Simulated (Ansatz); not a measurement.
# C8H20Si: a ladder of functionals and wavefunction methods

Aim: compute C8H20Si with functionals from several rungs and with coupled cluster, and see how far each lands from CCSD(T) at the basis-set limit for the atomisation energy.

The runs use Ansatz 0.2.0, Gaussian basis; functionals in def2-TZVPP, the program's frozen cores in correlated methods.

Levels to be run: LDA (SPW92), PBE-D4, revPBE-D4, BLYP-D4, r2SCAN-D4, B97M-V, PBE0-D4, B3LYP-D4, r2SCANh-D4, r2SCAN0-D4, HSE06-D4, BHLYP-D4, CAM-B3LYP-D4, LC-ωPBE, ωB97X-V, ωB97M-V, B2PLYP, PBE-QIDH; CCSD(T)/def2-SVP; CCSD(T)/def2-TZVPP; MP2/def2-QZVPP; extrapolation to the limit; RPA on PBE.

### Step 1. The geometry

The geometry comes from an earlier relaxation with PBE0-D4 in a triple-zeta def2 set; it is a stationary point, not always the lowest conformer.

SMILES `CC[Si](CC)(CC)CC`, 29 atoms, charge 0, spin multiplicity 1.

Atoms are counted from 1 here; the program's logs count them from 0.

Bond lengths: C1–C2 1.526 Å, C1–H10 1.094 Å, C1–H11 1.093 Å, C1–H12 1.094 Å, C2–Si3 1.884 Å, C2–H13 1.096 Å, C2–H14 1.096 Å, Si3–C4 1.884 Å, Si3–C6 1.884 Å, Si3–C8 1.884 Å, C4–C5 1.526 Å, C4–H15 1.096 Å, C4–H16 1.096 Å, C5–H17 1.094 Å, C5–H18 1.094 Å, C5–H19 1.093 Å, C6–C7 1.526 Å, C6–H20 1.096 Å and more. Angles: C2–C1–H10 111.5°, C2–C1–H11 112.0°, C2–C1–H12 111.5°, H10–C1–H11 107.2°, H10–C1–H12 107.1°, H11–C1–H12 107.2°, C1–C2–Si3 114.6°, C1–C2–H13 110.1°, C1–C2–H14 110.1°, Si3–C2–H13 108.2°, Si3–C2–H14 108.2°, H13–C2–H14 105.3°, C2–Si3–C4 110.0°, C2–Si3–C6 108.4°, C2–Si3–C8 110.0°, C4–Si3–C6 110.0°, C4–Si3–C8 108.4°, C6–Si3–C8 110.0° and more.

Coordinates:

```
C     0.1979    0.8925   -2.7254
C     0.4834    1.2923   -1.2810
Si   -0.0044   -0.0002    0.0006
C    -1.8541   -0.3453   -0.1020
C    -2.7411    0.8720    0.1414
C     0.4344    0.6624    1.7093
C     0.0978   -0.2804    2.8606
C     0.9192   -1.6105   -0.3232
C     2.4393   -1.4902   -0.2743
H     0.7363   -0.0180   -3.0029
H     0.4940    1.6723   -3.4323
H    -0.8663    0.6978   -2.8846
H    -0.0365    2.2266   -1.0388
H     1.5499    1.5130   -1.1550
H    -2.0674   -0.7759   -1.0874
H    -2.0943   -1.1364    0.6181
H    -2.5710    1.3000    1.1332
H    -2.5451    1.6629   -0.5879
H    -3.8039    0.6245    0.0732
H    -0.0781    1.6219    1.8458
H     1.5043    0.9015    1.7186
H     0.6250   -1.2336    2.7652
H     0.3697    0.1446    3.8307
H    -0.9716   -0.5065    2.8940
H     0.6029   -1.9956   -1.2997
H     0.5763   -2.3537    0.4063
H     2.7823   -1.1388    0.7027
H     2.9322   -2.4473   -0.4659
H     2.8092   -0.7803   -1.0193
```

### Step 2. LDA

This LDA is Slater exchange with PW92 correlation.

Input file in.yaml:

```yaml
crystal:
  periodic: [false, false, false]
  atoms:
    - {symbol: C, position_ang: [0.197914, 0.892485, -2.725356]}
    - {symbol: C, position_ang: [0.483377, 1.292259, -1.280964]}
    - {symbol: Si, position_ang: [-0.004404, -0.000213, 0.000643]}
    - {symbol: C, position_ang: [-1.854129, -0.345274, -0.101969]}
    - {symbol: C, position_ang: [-2.741066, 0.871982, 0.141391]}
    - {symbol: C, position_ang: [0.434358, 0.662377, 1.709283]}
    - {symbol: C, position_ang: [0.097826, -0.280355, 2.860623]}
    - {symbol: C, position_ang: [0.919178, -1.610481, -0.323193]}
    - {symbol: C, position_ang: [2.439281, -1.490219, -0.274340]}
    - {symbol: H, position_ang: [0.736298, -0.017965, -3.002888]}
    - {symbol: H, position_ang: [0.494016, 1.672328, -3.432306]}
    - {symbol: H, position_ang: [-0.866298, 0.697757, -2.884648]}
    - {symbol: H, position_ang: [-0.036523, 2.226645, -1.038785]}
    - {symbol: H, position_ang: [1.549865, 1.513008, -1.154958]}
    - {symbol: H, position_ang: [-2.067441, -0.775908, -1.087396]}
    - {symbol: H, position_ang: [-2.094338, -1.136374, 0.618096]}
    - {symbol: H, position_ang: [-2.570996, 1.299961, 1.133223]}
    - {symbol: H, position_ang: [-2.545072, 1.662912, -0.587868]}
    - {symbol: H, position_ang: [-3.803932, 0.624455, 0.073175]}
    - {symbol: H, position_ang: [-0.078146, 1.621910, 1.845832]}
    - {symbol: H, position_ang: [1.504293, 0.901463, 1.718566]}
    - {symbol: H, position_ang: [0.625045, -1.233641, 2.765171]}
    - {symbol: H, position_ang: [0.369679, 0.144585, 3.830740]}
    - {symbol: H, position_ang: [-0.971557, -0.506458, 2.894018]}
    - {symbol: H, position_ang: [0.602864, -1.995571, -1.299745]}
    - {symbol: H, position_ang: [0.576335, -2.353674, 0.406275]}
    - {symbol: H, position_ang: [2.782323, -1.138780, 0.702719]}
    - {symbol: H, position_ang: [2.932232, -2.447256, -0.465869]}
    - {symbol: H, position_ang: [2.809221, -0.780258, -1.019274]}
basis:
  gaussian: {orbitals: def2-TZVPP}
hamiltonian: {xc: lda}
output: {orbitals: {seedname: orbitals}}
```

Command:

```console
$ ansatz run in.yaml --threads 4 --pin off --events-out ev --progress --plain --max-ram 46080MiB --backend cuda --devices 0, --max-vram 37GiB
```

Further steps of the session: PBE-D4 (GGA); revPBE-D4 (GGA); BLYP-D4 (GGA); r2SCAN-D4 (meta-GGA); B97M-V (meta-GGA); PBE0-D4 (hybrid); B3LYP-D4 (hybrid); r2SCANh-D4 (hybrid); r2SCAN0-D4 (hybrid); HSE06-D4 (hybrid); BHLYP-D4 (hybrid); CAM-B3LYP-D4 (range-separated); LC-ωPBE (range-separated); ωB97X-V (range-separated); ωB97M-V (range-separated); B2PLYP (double hybrid); PBE-QIDH (double hybrid); CCSD(T) in def2-SVP; CCSD(T) in def2-TZVPP; MP2 in def2-QZVPP; RPA on PBE orbitals.

Before running them: what should the planned runs give, taken together? Wanted: atomisation energy, CCSD(T)/CBS; farthest beyond LDA; mean size of error, GGA; mean size of error, meta-GGA; mean size of error, hybrid; mean size of error, range-separated; mean size of error, double hybrid; gap, smallest and largest; T1 diagnostic.

The runs gave:

```
                               quantity                                                                                                              value
        atomisation energy, CCSD(T)/CBS                                                                                                         117.522 eV
    functionals within 0.588 eV (0.5 %)  revPBE-D4, r2SCAN-D4, B97M-V, B3LYP-D4, r2SCANh-D4, r2SCAN0-D4, CAM-B3LYP-D4, LC-ωPBE, ωB97X-V, ωB97M-V, PBE-QIDH
                    farthest beyond LDA                                                                                               BHLYP-D4 (-2.007 eV)
                mean size of error, GGA                                                                                                           0.993 eV
           mean size of error, meta-GGA                                                                                                           0.226 eV
             mean size of error, hybrid                                                                                                           0.685 eV
    mean size of error, range-separated                                                                                                           0.346 eV
      mean size of error, double hybrid                                                                                                           0.694 eV
              gap, smallest and largest                                                                          6.23 eV (LDA (SPW92)), 13.23 eV (LC-ωPBE)
                          T1 diagnostic                                                                                                             0.0092
triples share of the correlation energy                                                                                                              3.8 %
```

**Reading.** LDA overbinds by 14.602 eV (12 %). PBE-D4 misses by +1.597 eV. Double hybrids carry the basis error of their MP2 part in triple zeta, and no dispersion term here, so their miss is partly the set-up's. The rungs meta-GGA, range-separated miss on average by less than the doubt on the reference (0.588 eV), so they tie. Misses under about 0.588 eV are within the doubt on the reference itself, which lacks core-valence correlation, relativity and higher excitations. Hartree-Fock recovers 76 % of the binding; the rest is correlation. CCSD(T) in def2-SVP is off by -4.684 eV, so the small basis spoils what the method gains. The gap grows from 6.2 to 13.2 eV across the functionals, mostly with the share of exact exchange.
